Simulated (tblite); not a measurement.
# C5H13B2P: the cost of one run

Programs: tblite 0.8.0 and PySCF 2.14.0, with density-fitted response routines of our own. Each step states its level of theory. These are calculated values for one molecule in the gas phase, unless marked as measured. Atoms are numbered from 0 throughout.

## (1) The starting structure

21 atoms, charge 0, multiplicity 1; geometry from: force field or distance geometry start.

Bonds of the start (Å): B0–P1 1.94, P1–B2 1.93, B2–C3 1.61, C3–C4 1.50, C3–C5 1.52, C3–C6 1.48, C6–C7 1.32, B0–H8 1.20, B0–H9 1.19, P1–H10 1.45, B2–H11 1.18, C4–H12 1.11, C4–H13 1.10, C4–H14 1.11, C5–H15 1.11, C5–H16 1.12, C5–H17 1.12, C6–H18 1.09, C7–H19 1.09, C7–H20 1.09.

## (2) Geometry optimisation with GFN2-xTB

The job: settings as JSON, then the geometry in Å.

```
{"job": {"kind": "relax", "xc": "GFN2-xTB", "basis": "xTB"}, "charge": 0, "multiplicity": 1}
B      3.596600    -0.228300     0.968500
P      1.929400    -1.221700     0.953300
B      0.951700    -0.465500    -0.526900
C     -0.547500     0.091600    -0.328800
C     -0.481100     1.544700     0.018600
C     -1.232300    -0.120000    -1.669800
C     -1.272400    -0.654200     0.724400
C     -2.418800    -0.238600     1.235100
H      4.375100    -0.596100     0.135700
H      3.460500     0.946100     1.074200
H      2.260000    -2.611000     0.681200
H      1.548900     0.021500    -1.416700
H     -0.026700     2.053000    -0.860600
H     -1.468900     2.004400     0.130400
H      0.196100     1.789500     0.859700
H     -1.183900    -1.205500    -1.897500
H     -2.310500     0.184700    -1.631200
H     -0.688600     0.431800    -2.479000
H     -0.850100    -1.576800     1.111200
H     -2.915800     0.679000     0.911900
H     -2.930800    -0.811700     2.005600
```

The run is started by

```console
> OMP_NUM_THREADS=1 python probes_run.py task.json out
```

The driver reads the jobs from task.json and runs them one after another.

Q: Estimate the wall time and peak memory of this first job on 1 thread of Arm Neoverse N1, shared host.

About 3.4 s, with a peak of 0.18 GiB.
